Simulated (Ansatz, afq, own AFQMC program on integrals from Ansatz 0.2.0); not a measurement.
**Ge2H3 (doublet): quantum Monte Carlo beside coupled cluster at distance Ge1–Ge2 = 2.911 Å, cc-pVDZ**

Aim: compute Ge2H3 (doublet) with auxiliary-field quantum Monte Carlo on the same integrals as coupled cluster, and set the energies side by side.

Program: Ansatz 0.2.0, Gaussian basis, and an in-house AFQMC program (afq) on its integrals; all values are calculated. Level of theory: cc-pVDZ, frozen cores. These are calculated values, not measurements.

To be run: PBE (unrestricted); r2SCAN (unrestricted); PBE0 (unrestricted); B3LYP (unrestricted); wB97M-V (unrestricted); B2PLYP (unrestricted); CCSD(T) on UHF; Phaseless AFQMC, CISD trial on UHF; Phaseless AFQMC, single-determinant trial on UHF; Free-projection AFQMC, CISD trial on UHF.

2 further runs of the same task are left out: 2 that didn't finish.

### 1 The system

The geometry derives from a PBE0/def2-TZVP stationary point (not a proven minimum). One bond is set to the value named and the two fragments are kept rigid. No spin-orbit coupling is included. The filled d shell of Ge may be among the frozen orbitals whatever the setting's name suggests; the logs give the count.

5 atoms, charge 0, spin multiplicity 2.

Atoms are counted from 1 here; the program's logs count them from 0.

Bond lengths: Ge1–H3 1.548 Å, Ge1–H4 1.548 Å, Ge2–H5 1.595 Å. Angles: H3–Ge1–H4 106.2°.

As a file:

```
Ge    0.0000    0.0181    1.4324
Ge    0.0000   -0.0394   -1.4780
H     0.0000    1.2243    2.4030
H     0.0000   -1.2503    2.3198
H     0.0000    1.5555   -1.4391
```

### 2 PBE (unrestricted)

File in.yaml:

```yaml
crystal:
  periodic: [false, false, false]
  atoms:
    - {symbol: Ge, position_ang: [0.000000, 0.018149, 1.432434]}
    - {symbol: Ge, position_ang: [0.000000, -0.039371, -1.477998]}
    - {symbol: H, position_ang: [0.000000, 1.224264, 2.403001]}
    - {symbol: H, position_ang: [0.000000, -1.250277, 2.319810]}
    - {symbol: H, position_ang: [0.000000, 1.555491, -1.439097]}
basis:
  gaussian: {orbitals: cc-pVDZ}
magnetization: {spin_polarized: true, initial_magnetization: 1}
hamiltonian: {xc: {name: PBE}}
output: {orbitals: {seedname: orbitals}}
```

Launch:

```sh
$ ansatz run in.yaml --threads 1 --pin off --events-out ev --progress --plain --max-ram 1382MiB
```

What it wrote:

```text
Functional definition: PBE
  name "PBE"
  cite "Perdew, Burke & Ernzerhof, Phys. Rev. Lett. 77, 3865 (1996) doi:10.1103/PhysRevLett.77.3865"
  parent pbe
  parameter kappa = 0.804
  parameter beta = 0.06672455060314922
  exchange = pbe_x(kappa = kappa, mu = beta*pi^2/3)
  correlation = pbe_c(beta = beta)
924 factors; their error is unknown
mean field evaluation 1: about -113063.2101 eV, gradient 1.1e1 eV
mean field evaluation 2: about -113060.3699 eV, gradient 1.8e1 eV
mean field evaluation 4: about -113064.1204 eV, gradient 1.6e0 eV
mean field evaluation 8: about -113064.1461 eV, gradient 2.2e-2 eV
mean field evaluation 16: about -113064.1381 eV, gradient 1.9e-5 eV
mean field -113064.13810152 eV, -4155.0304376056 hartree, gradient 1.9e-5 eV, S^2 0.752249; 0 other end points of the search recorded, 0 dependent functions left out
reference -113064.13813669 eV, -4155.0304388979 hartree; 34, 33 occupied and 35, 36 virtual orbitals, 924 factors
Total energy: -113064.13813669 eV, -4155.0304388979 hartree
```

Run time: 1.4 s. Hardware: 1 thread of Intel Xeon 6975P-C (Granite Rapids), shared host.

From the report: ⟨S²⟩ of the determinant 0.752 (pure doublet: 0.75).

### 3 r2SCAN (unrestricted)

in.yaml, as its differences from that of step 2:

```diff
@@ -11,3 +11,2 @@
 magnetization: {spin_polarized: true, initial_magnetization: 1}
-hamiltonian: {xc: {name: PBE}}
-output: {orbitals: {seedname: orbitals}}
+hamiltonian: {xc: {name: r2SCAN}}
```

Launched as before.

What it wrote:

```text
Functional definition: r2SCAN
  name "r2SCAN"
  cite "Furness, Kaplan, Ning, Perdew & Sun, J. Phys. Chem. Lett. 11, 8208 (2020) doi:10.1021/acs.jpclett.0c02405"
  cite "Furness, Kaplan, Ning, Perdew & Sun, J. Phys. Chem. Lett. 11, 9248 (2020) doi:10.1021/acs.jpclett.0c03077"
  parent r2scan
  parameter k0 = 0.174
  parameter k1 = 0.065
  parameter a1 = 4.9479
  exchange = r2scan_x(k0 = k0, k1 = k1, a1 = a1)
  correlation = r2scan_c
924 factors; their error is unknown
mean field evaluation 1: about -113080.0064 eV, gradient 8.4e0 eV
mean field evaluation 2: about -113078.5060 eV, gradient 1.3e1 eV
mean field evaluation 4: about -113080.5789 eV, gradient 9.4e-1 eV
mean field evaluation 8: about -113080.5828 eV, gradient 3.7e-2 eV
mean field evaluation 16: about -113080.5829 eV, gradient 3.7e-4 eV
mean field -113080.58287041 eV, -4155.6347717154 hartree, gradient 8.0e-5 eV, S^2 0.755922; 1 other end points of the search recorded, 0 dependent functions left out
reference -113080.58288179 eV, -4155.6347721337 hartree; 34, 33 occupied and 35, 36 virtual orbitals, 924 factors
Total energy: -113080.58288179 eV, -4155.6347721337 hartree
```

Run time: 3.6 s. Hardware: 1 thread of Intel Xeon 6975P-C (Granite Rapids), shared host.

From the report: ⟨S²⟩ of the determinant 0.756 (pure doublet: 0.75).

### 4 PBE0 (unrestricted)

in.yaml, as its differences from that of step 3:

```diff
@@ -11,2 +11,3 @@
 magnetization: {spin_polarized: true, initial_magnetization: 1}
-hamiltonian: {xc: {name: r2SCAN}}
+hamiltonian: {xc: {name: PBE0}}
+output: {orbitals: {seedname: orbitals}}
```

Launched as before.

What it wrote:

```text
Functional definition: PBE0
  name "PBE0"
  cite "Adamo & Barone, J. Chem. Phys. 110, 6158 (1999) doi:10.1063/1.478522"
  cite "Perdew, Burke & Ernzerhof, Phys. Rev. Lett. 77, 3865 (1996) doi:10.1103/PhysRevLett.77.3865"
  parent pbe
  parameter a = 0.25
  parameter kappa = 0.804
  parameter beta = 0.06672455060314922
  exchange = (1 - a)*pbe_x(kappa = kappa, mu = beta*pi^2/3) + a*exact_x
  correlation = pbe_c(beta = beta)
785 factors; integrals over basis functions are off by at most 1.2e-3 eV
mean field evaluation 1: about -113066.5271 eV, gradient 6.9e0 eV
mean field evaluation 2: about -113066.3992 eV, gradient 7.0e0 eV
mean field evaluation 4: about -113066.9296 eV, gradient 4.5e-1 eV
mean field evaluation 8: about -113066.9482 eV, gradient 4.2e-2 eV
mean field evaluation 16: about -113066.9482 eV, gradient 1.8e-4 eV
mean field -113066.94823419 eV, -4155.1337080765 hartree, gradient 5.2e-5 eV, S^2 0.753433; 0 other end points of the search recorded, 0 dependent functions left out
reference -113066.94826073 eV, -4155.1337090516 hartree; 34, 33 occupied and 35, 36 virtual orbitals, 785 factors
Total energy: -113066.94826073 eV, -4155.1337090516 hartree
```

Wall time 2.4 s (1 thread of Intel Xeon 6975P-C (Granite Rapids), shared host).

From the report: ⟨S²⟩ of the determinant 0.753 (pure doublet: 0.75).

### 5 B3LYP (unrestricted)

in.yaml, as its differences from that of step 4:

```diff
@@ -11,3 +11,2 @@
 magnetization: {spin_polarized: true, initial_magnetization: 1}
-hamiltonian: {xc: {name: PBE0}}
-output: {orbitals: {seedname: orbitals}}
+hamiltonian: {xc: {name: B3LYP}}
```

The command is unchanged.

What it wrote, cut to the lines that bear on the results:

```text
Functional definition: B3LYP
  name "B3LYP"
  cite "Stephens, Devlin, Chabalowski & Frisch, J. Phys. Chem. 98, 11623 (1994) doi:10.1021/j100096a001"
  cite "Becke, Phys. Rev. A 38, 3098 (1988) doi:10.1103/PhysRevA.38.3098"
  cite "Lee, Yang & Parr, Phys. Rev. B 37, 785 (1988) doi:10.1103/PhysRevB.37.785"
  cite "Vosko, Wilk & Nusair, Can. J. Phys. 58, 1200 (1980) doi:10.1139/p80-159"
[...]
785 factors; integrals over basis functions are off by at most 1.2e-3 eV
[...]
mean field -113084.08350729 eV, -4155.7634177480 hartree, gradient 3.7e-5 eV, S^2 0.751960; 0 other end points of the search recorded, 0 dependent functions left out
reference -113084.08374536 eV, -4155.7634264971 hartree; 34, 33 occupied and 35, 36 virtual orbitals, 785 factors
Total energy: -113084.08374536 eV, -4155.7634264971 hartree
```

It took 2.4 s on 1 thread of Intel Xeon 6975P-C (Granite Rapids), shared host.

From the report: ⟨S²⟩ of the determinant 0.752 (pure doublet: 0.75).

### 6 wB97M-V (unrestricted)

in.yaml, as its differences from that of step 5:

```diff
@@ -11,2 +11,3 @@
 magnetization: {spin_polarized: true, initial_magnetization: 1}
-hamiltonian: {xc: {name: B3LYP}}
+hamiltonian: {xc: {name: wB97M-V}}
+output: {orbitals: {seedname: orbitals}}
```

Same command.

What it wrote, cut to the lines that bear on the results:

```text
Functional definition: wB97M-V
  name "wB97M-V"
  cite "Mardirossian & Head-Gordon, J. Chem. Phys. 144, 214110 (2016) doi:10.1063/1.4952647"
  cite "Becke, J. Chem. Phys. 107, 8554 (1997) doi:10.1063/1.475007"
  cite "Vydrov & Van Voorhis, J. Chem. Phys. 133, 244103 (2010) doi:10.1063/1.3521275"
  # Of w^i u^j: cxij and so on, Table III.
[...]
  gx(w, u) = 1 - cx + cx01*u + cx10*w
  gss(w, u) = css00 + css04*u^4 + css10*w + css20*w^2 + css43*w^4*u^3
  gos(w, u) = cos00 + cos10*w + (cos20 + cos21*u)*w^2 + (cos60 + cos61*u)*w^6
[...]
      + integral(e_c_pw_mod_opposite_spin*gos(b97_w_opposite, b97_u_opposite)) + vv10(b, c)
785 factors; integrals over basis functions are off by at most 1.2e-3 eV
220 factors; integrals over basis functions are off by at most 4.4e-6 eV
[...]
mean field -113074.51955618 eV, -4155.4119490276 hartree, gradient 2.5e-5 eV, S^2 0.752107; 3 other end points of the search recorded, 0 dependent functions left out
reference -113074.51959403 eV, -4155.4119504185 hartree; 34, 33 occupied and 35, 36 virtual orbitals, 785 factors
Total energy: -113074.51959403 eV, -4155.4119504185 hartree
```

Run time: 13 s. Hardware: 1 thread of Intel Xeon 6975P-C (Granite Rapids), shared host; peak memory 0.38 GiB.

From the report: ⟨S²⟩ of the determinant 0.752 (pure doublet: 0.75).

### 7 B2PLYP (unrestricted)

in.yaml, as its differences from that of step 6:

```diff
@@ -11,3 +11,3 @@
 magnetization: {spin_polarized: true, initial_magnetization: 1}
-hamiltonian: {xc: {name: wB97M-V}}
-output: {orbitals: {seedname: orbitals}}
+hamiltonian: {xc: {name: B2PLYP}}
+correlation: {electrons: outside_noble_gas}
```

Launched as before.

What it wrote, cut to the lines that bear on the results:

```text
Functional definition: B2PLYP
  name "B2PLYP"
  cite "Grimme, J. Chem. Phys. 124, 034108 (2006) doi:10.1063/1.2148954"
  cite "Becke, Phys. Rev. A 38, 3098 (1988) doi:10.1103/PhysRevA.38.3098"
  cite "Lee, Yang & Parr, Phys. Rev. B 37, 785 (1988) doi:10.1103/PhysRevB.37.785"
[...]
785 factors; integrals over basis functions are off by at most 1.2e-3 eV
[...]
mean field -113056.77667995 eV, -4154.7599103524 hartree, gradient 9.1e-6 eV, S^2 0.754637; 4 other end points of the search recorded, 0 dependent functions left out
28 core orbitals not correlated: weight in the atoms' cores, before any rotation towards them, 0.999 or more for the frozen orbitals, at most 0.001 for the correlated occupied ones
reference -113056.77683245 eV, -4154.7599159567 hartree; 6, 5 occupied and 35, 36 virtual orbitals, 785 factors
second order -5.85866320 eV of doubles, -0.00000000 eV of singles
Total energy: -113058.35867151 eV, -4154.8180474700 hartree
```

Wall time 4.6 s (1 thread of Intel Xeon 6975P-C (Granite Rapids), shared host); peak memory 0.25 GiB.

From the report: ⟨S²⟩ of the determinant 0.755 (pure doublet: 0.75).

### 8 CCSD(T) on UHF

in.yaml, as its differences from that of step 7:

```diff
@@ -11,3 +11,2 @@
 magnetization: {spin_polarized: true, initial_magnetization: 1}
-hamiltonian: {xc: {name: B2PLYP}}
-correlation: {electrons: outside_noble_gas}
+correlation: {method: ccsd_t, electrons: outside_noble_gas, hamiltonian_folder: ham}
```

Same command.

What it wrote, cut to the lines that bear on the results:

```text
Functional definition: HF
  name "HF"
  cite "Fock, Z. Phys. 61, 126 (1930) doi:10.1007/BF01340294"
  parent pbe
[...]
785 factors; integrals over basis functions are off by at most 1.2e-3 eV
[...]
mean field -112990.76683884 eV, -4152.3340934347 hartree, gradient 1.9e-6 eV, S^2 0.816339; 14 other end points of the search recorded, 0 dependent functions left out
determinant -112990.76683884 eV, -4152.3340934347 hartree, with singles and doubles -112996.33596441 eV, -4152.5387550247 hartree
determinant -112989.61503933 eV, -4152.2917655835 hartree, with singles and doubles -112994.60896220 eV, -4152.4752888642 hartree
determinant -112989.40935519 eV, -4152.2842068307 hartree, with singles and doubles -112994.62381316 eV, -4152.4758346266 hartree
determinant -112989.00176436 eV, -4152.2692281440 hartree, with singles and doubles -112994.86094205 eV, -4152.4845489526 hartree
[...]
determinant -112988.32634118 eV, -4152.2444068000 hartree, with singles and doubles -112994.55254834 eV, -4152.4732156930 hartree
determinant -112987.57854847 eV, -4152.2169259249 hartree, with singles and doubles -112992.83088070 eV, -4152.4099455743 hartree
determinant -112987.49280228 eV, -4152.2137748106 hartree, with singles and doubles -112992.69325308 eV, -4152.4048878524 hartree
28 core orbitals not correlated: weight in the atoms' cores, before any rotation towards them, 0.999 or more for the frozen orbitals, at most 0.000 for the correlated occupied ones
reference -112990.76683884 eV, -4152.3340934347 hartree; 6, 5 occupied and 35, 36 virtual orbitals, 785 factors
second order -4.35036717 eV of doubles, -0.00000000 eV of singles
cycle   1  -5.56895578 eV  change    1.7e-4 eV  update   4.6e-3
[...]
cycle  11  -5.57305332 eV  change   -7.4e-6 eV  update   2.9e-6
perturbative correction -0.20556468 eV, -0.0075543626 hartree
Total energy: -112996.54545683 eV, -4152.5464537292 hartree
```

Run time: 46 s. Hardware: 1 thread of Intel Xeon 6975P-C (Granite Rapids), shared host.

From the report: ⟨S²⟩ of the determinant 0.816 (pure doublet: 0.75); correlation -5.7786 eV; T1 0.053; largest double amplitude 0.11.

This run also writes the integrals to the folder ham.

### 9 Phaseless AFQMC, CISD trial on UHF

It reads the integrals that the CCSD(T) run on this determinant wrote.

Launch:

```sh
$ afq ham --method phaseless --trial cisd --walkers 60 --populations 1 --least-time 40 --time-step 0.005 --steps-per-block 50 --equilibration-blocks 28 --max-blocks 300 --target-error 0.0004 --factor-cut 1e-05 --start spin_pure --seed 2988 --release-times 0.24,0.51,0.99,1.62,2.4 --release-step 0.03 --release-every 4 --taylor-order 6
```

What it wrote:

```text
orbitals 41  electrons 6 5  factors 331 of 785
reference energy -4152.33409343 Eh
CCSD correlation -0.20480574 Eh in 15 cycles, weight of the determinant in the CISD state 0.8051
energy of the start -4152.535893 Eh
 block  time / (1/Eh)  mean weight  energy / Eh
     1     0.250  0.9985  -4152.533721
     2     0.500  0.9985  -4152.535329
     3     0.750  0.9994  -4152.537652
     4     1.000  0.9992  -4152.538794
     5     1.250  0.9988  -4152.539393
     6     1.500  0.9993  -4152.541046
     7     1.750  1.0024  -4152.544260
     8     2.000  0.9992  -4152.547346
     9     2.250  0.9994  -4152.548616
    10     2.500  0.9991  -4152.543655
    17     4.250  1.0004  -4152.548415
    25     6.250  0.9986  -4152.546229
    33     8.250  1.0002  -4152.547146
    41    10.250  1.0009  -4152.549672
    49    12.250  1.0031  -4152.551013
    57    14.250  1.0024  -4152.543941
    65    16.250  0.9996  -4152.546283
    73    18.250  0.9989  -4152.546316
    81    20.250  1.0001  -4152.551173
    89    22.250  0.9994  -4152.543513
    97    24.250  0.9965  -4152.556163
   105    26.250  0.9979  -4152.544347
   113    28.250  1.0007  -4152.554229
   121    30.250  0.9983  -4152.541399
   129    32.250  0.9987  -4152.551008
   137    34.250  1.0011  -4152.544820
   145    36.250  1.0000  -4152.547696
   153    38.250  1.0012  -4152.545735
   161    40.250  1.0004  -4152.545525
   169    42.250  1.0005  -4152.552214
   177    44.250  1.0003  -4152.556358
   185    46.250  0.9994  -4152.543099
   193    48.250  0.9991  -4152.545979
   201    50.250  0.9994  -4152.547722
   209    52.250  1.0003  -4152.553828
   217    54.250  1.0016  -4152.544847
   225    56.250  1.0002  -4152.552650
   233    58.250  0.9994  -4152.553153
   241    60.250  1.0008  -4152.550144
   249    62.250  1.0009  -4152.548836
   257    64.250  1.0007  -4152.550116
   265    66.250  1.0009  -4152.551355
   273    68.250  1.0007  -4152.552472
   281    70.250  0.9987  -4152.541726
   289    72.250  1.0000  -4152.543672
   297    74.250  1.0012  -4152.540590
   305    76.250  0.9996  -4152.549084
   313    78.250  1.0006  -4152.543233
   321    80.250  0.9985  -4152.551914
blocks merged  error / Eh  count
     1  0.000256  300
     2  0.000333  150
     4  0.000430  75
     8  0.000526  37
    16  0.000605  18
    32  0.000634  9
released: time / (1/Eh)  energy / Eh  error  mean overlap
  0.24  -4152.548066  0.000557  1.0153
  0.51  -4152.548358  0.000488  1.0143
  0.99  -4152.549131  0.000541  1.0039
  1.62  -4152.548638  0.000805  1.0198
  2.40  -4152.548363  0.000674  1.0139
energy -4152.548338 +/- 0.000605 Eh
```

Wall time 8 min (1 thread of Intel Xeon 6975P-C (Granite Rapids), shared host).

Energy -112996.5967 ± 0.0165 eV. Caveats: constraint bias not in the error; error above the target.

### 10 Phaseless AFQMC, single-determinant trial on UHF

It reads the integrals that the CCSD(T) run on this determinant wrote.

Launch:

```sh
$ afq ham --method phaseless --trial hf --walkers 120 --populations 1 --least-time 40 --time-step 0.005 --steps-per-block 20 --equilibration-blocks 112 --max-blocks 600 --target-error 0.0012000000000000001 --factor-cut 1e-05 --start spin_pure --seed 1850 --taylor-order 6
```

What it wrote:

```text
orbitals 41  electrons 6 5  factors 331 of 785
reference energy -4152.33409343 Eh
CCSD correlation -0.20480574 Eh in 15 cycles, weight of the determinant in the CISD state 0.8051
energy of the start -4152.335211 Eh
 block  time / (1/Eh)  mean weight  energy / Eh
     1     0.100  0.9989  -4152.365433
     2     0.200  1.0013  -4152.390801
     3     0.300  1.0014  -4152.414544
     4     0.400  1.0011  -4152.430179
     5     0.500  1.0007  -4152.442436
     6     0.600  1.0012  -4152.455362
     7     0.700  1.0002  -4152.467690
     8     0.800  1.0014  -4152.481643
     9     0.900  1.0016  -4152.492697
    10     1.000  1.0017  -4152.497939
    18     1.800  1.0003  -4152.525054
    35     3.500  0.9990  -4152.521503
    52     5.200  1.0008  -4152.542036
    69     6.900  1.0013  -4152.540856
    86     8.600  0.9994  -4152.567154
   103    10.300  1.0003  -4152.538665
   120    12.000  1.0016  -4152.536838
   137    13.700  0.9997  -4152.547934
   154    15.400  0.9987  -4152.533182
   171    17.100  0.9992  -4152.568932
   188    18.800  0.9985  -4152.548987
   205    20.500  0.9995  -4152.533073
   222    22.200  0.9985  -4152.521615
   239    23.900  1.0006  -4152.532411
   256    25.600  1.0001  -4152.578666
   273    27.300  0.9995  -4152.550918
   290    29.000  1.0011  -4152.532081
   307    30.700  1.0008  -4152.558601
   324    32.400  1.0008  -4152.556637
   341    34.100  1.0004  -4152.552493
   358    35.800  1.0013  -4152.553170
   375    37.500  0.9989  -4152.544985
   392    39.200  0.9995  -4152.558500
   409    40.900  1.0005  -4152.546402
   426    42.600  1.0008  -4152.553665
   443    44.300  0.9976  -4152.587492
   460    46.000  1.0007  -4152.527685
   477    47.700  0.9983  -4152.559477
   494    49.400  0.9997  -4152.555076
   511    51.100  1.0005  -4152.553897
   528    52.800  0.9995  -4152.560494
   545    54.500  1.0011  -4152.526920
   562    56.200  0.9984  -4152.535632
   579    57.900  0.9994  -4152.543270
   596    59.600  0.9997  -4152.533920
   613    61.300  0.9980  -4152.539539
   630    63.000  1.0013  -4152.524268
   647    64.700  0.9998  -4152.514603
   664    66.400  1.0006  -4152.544802
   681    68.100  0.9999  -4152.555326
   698    69.800  0.9999  -4152.563795
blocks merged  error / Eh  count
     1  0.000603  600
     2  0.000819  300
     4  0.001049  150
     8  0.001250  75
    16  0.001390  37
    32  0.001589  18
    64  0.001565  9
energy -4152.546934 +/- 0.001589 Eh
```

Run time: 4 min. Hardware: 1 thread of Intel Xeon 6975P-C (Granite Rapids), shared host.

Energy -112996.5585 ± 0.0432 eV. Caveats: constraint bias not in the error.

### 11 Free-projection AFQMC, CISD trial on UHF

It reads the integrals that the CCSD(T) run on this determinant wrote.

Launch:

```sh
$ afq ham --method free --trial cisd --walkers 60 --time-step 0.03 --max-blocks 80 --target-error 0.0004 --factor-cut 1e-05 --seed 1683 --times 0,0.21,0.42,0.81,1.2,1.8,2.4,3 --taylor-order 8
```

What it wrote:

```text
orbitals 41  electrons 6 5  factors 331 of 785
reference energy -4152.33409343 Eh
CCSD correlation -0.20480574 Eh in 15 cycles, weight of the determinant in the CISD state 0.8051
repeat  energy at the last time / Eh  error
    10  -4152.548989  0.001614
    20  -4152.548337  0.001264
    30  -4152.548211  0.000869
    40  -4152.548188  0.000718
    50  -4152.548105  0.000670
    60  -4152.548118  0.000584
    70  -4152.547814  0.000544
    80  -4152.547980  0.000504
time / (1/Eh)  energy / Eh  error  mean overlap
  0.00  -4152.538849  0.000154  1.2415
  0.21  -4152.541616  0.000176  1.2409
  0.42  -4152.543615  0.000193  1.2353
  0.81  -4152.545855  0.000241  1.2316
  1.20  -4152.546929  0.000277  1.2278
  1.80  -4152.547612  0.000357  1.2413
  2.40  -4152.547430  0.000438  1.2830
  3.00  -4152.547980  0.000504  1.2831
energy -4152.547980 +/- 0.000504 Eh
```

It took 4.7 min on 1 thread of Intel Xeon 6975P-C (Granite Rapids), shared host.

Energy -112996.5870 ± 0.0137 eV. Caveats: remainder of the start not in the error.

### 12 All levels side by side

On the UHF determinant, counted from CCSD(T) (a yardstick, not exact):

```csv
level,energy (eV),from CCSD(T) (kcal/mol),statistical error (kcal/mol),time
HF,-112990.7668,+133.26,,
MP2,-112995.1172,+32.94,,
CCSD,-112996.3399,+4.74,,
CCSD(T),-112996.5455,0.00,,
"Phaseless AFQMC, CISD trial, step 0.005, 60 walkers",-112996.5967,-1.18,0.38,8 min
"Phaseless AFQMC, single-determinant trial, step 0.005, 120 walkers",-112996.5585,-0.30,1.00,4 min
"Free-projection AFQMC, CISD trial, step 0.03, 60 walkers",-112996.5870,-0.96,0.32,4.7 min
```

The functionals' totals stand on their own zeros and serve differences with other points: PBE -113064.138 eV; r2SCAN -113080.583 eV; PBE0 -113066.948 eV; B3LYP -113084.084 eV; wB97M-V -113074.520 eV; B2PLYP -113058.359 eV.

### 13 Summary of results

```
                                                     quantity                  value
              Phaseless AFQMC, CISD trial on UHF from CCSD(T)  -1.18 ± 0.38 kcal/mol
Phaseless AFQMC, single-determinant trial on UHF from CCSD(T)  -0.30 ± 1.00 kcal/mol
        Free-projection AFQMC, CISD trial on UHF from CCSD(T)  -0.96 ± 0.32 kcal/mol
```

In words: On UHF the phaseless walk with the CISD trial lies -1.18 kcal/mol from CCSD(T), 3 times its error bar. Free projection has no constraint; at the last time it gives -0.96 ± 0.32 kcal/mol, and from a start that isn't spin pure other spins can mix in. Error bars are statistical and leave out the constraint, the time step and what remains of the start.
